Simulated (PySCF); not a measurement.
# C8H4S: the cost of one run

Computed with PySCF 2.14.0 and routines of our own; the level stands in each step. Atoms count from 0.

## 1. The starting structure

13 atoms, charge 0, multiplicity 1; geometry from: GFN2-xTB.

## 2. Open-shell or spin-flip excitations: collinear spin-flip TDA BHandHLYP/def2-SVP

Job settings and geometry (Å):

```
{"job": {"kind": "uabs", "xc": "BHandHLYP", "basis": "def2-SVP", "nstates": 8, "spin_flip": true, "ref_mult": 3}, "charge": 0, "multiplicity": 1}
C      4.351020     0.305163     1.911019
C      3.422178     0.137067     1.159191
C      2.383419    -0.058016     0.317673
C      1.428138    -0.236567    -0.413954
C      0.395401    -0.453437    -1.326187
S      0.726472    -0.751065    -2.920964
C     -0.921573    -0.413089    -0.844825
C     -2.078335    -0.393985    -0.500172
C     -3.450599    -0.366605    -0.069146
H      5.159565     0.452796     2.561992
H     -3.912575    -1.336172    -0.256144
H     -3.995659     0.392120    -0.630893
H     -3.511839    -0.138970     0.994682
```

Method: collinear spin-flip TDA BHandHLYP/def2-SVP, vertical, gas phase, core orbitals frozen in the response.

Started as:

```
OMP_NUM_THREADS=1 python excited_run.py task.json out
```

The driver reads the jobs from task.json and runs them one after another.

**Question.** How long does this first job take on 1 thread of Arm Neoverse V1, shared host, and how much memory does it need?

About 23 s, with a peak of 0.57 GiB.
